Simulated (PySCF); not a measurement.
# C5H14NP2: the cost of one run

Programs: PySCF 2.14.0. All values are calculated, for the isolated system unless a continuum is named. Atoms count from 0, parts from 1.

## 1. The system as given

22 atoms, charge 1, multiplicity 1; geometry: GFN2-xTB, rigid scan. Parts: 1 = atoms 0–7, `C=CP=P`, charge 0; 2 = atoms 8–21, `C[NH+](C)C`, charge 1.

## 2. Interaction energy: 1.73 Å

What the job is given:

```
{"job": {"kind": "inter", "xc": "OLYP", "basis": "def2-SVP"}, "charge": 1, "multiplicity": 1, "parts": [{"atoms": "0-7", "charge": 0, "multiplicity": 1}, {"atoms": "8-21", "charge": 1, "multiplicity": 1}]}
C     -1.217605    -0.095670     0.159328
C      0.107021    -0.081144     0.032159
P      1.089734     1.268862     0.705800
P      2.999503     0.871311     0.113883
H     -1.751584     0.694549     0.661041
H     -1.811131    -0.901684    -0.239908
H      0.623450    -0.888091    -0.478909
H      2.829013    -0.304249    -0.609366
C      3.686842     2.586472     2.899082
N      3.772508     3.110926     1.528870
C      2.762102     4.152348     1.294564
C      5.127498     3.594162     1.227906
H      4.400386     1.776011     3.035209
H      2.685264     2.204604     3.088312
H      3.908271     3.375828     3.616236
H      3.561151     2.308438     0.884803
H      1.765580     3.743781     1.454805
H      2.921195     4.986390     1.977142
H      2.826689     4.517481     0.271539
H      5.848422     2.786826     1.343119
H      5.394484     4.403489     1.906898
H      5.179082     3.963059     0.205424
```

Level: OLYP/def2-SVP interaction energy, counterpoise and uncorrected, gas phase.

The run is started by

```console
OMP_NUM_THREADS=1 python cluster_run.py task.json out
```

This one command runs all jobs of the session in turn.

**Question.** How long does this first job take on 1 thread of Arm Neoverse N1, shared host, and how much memory does it need?

About 96 s, with a peak of 0.58 GiB.
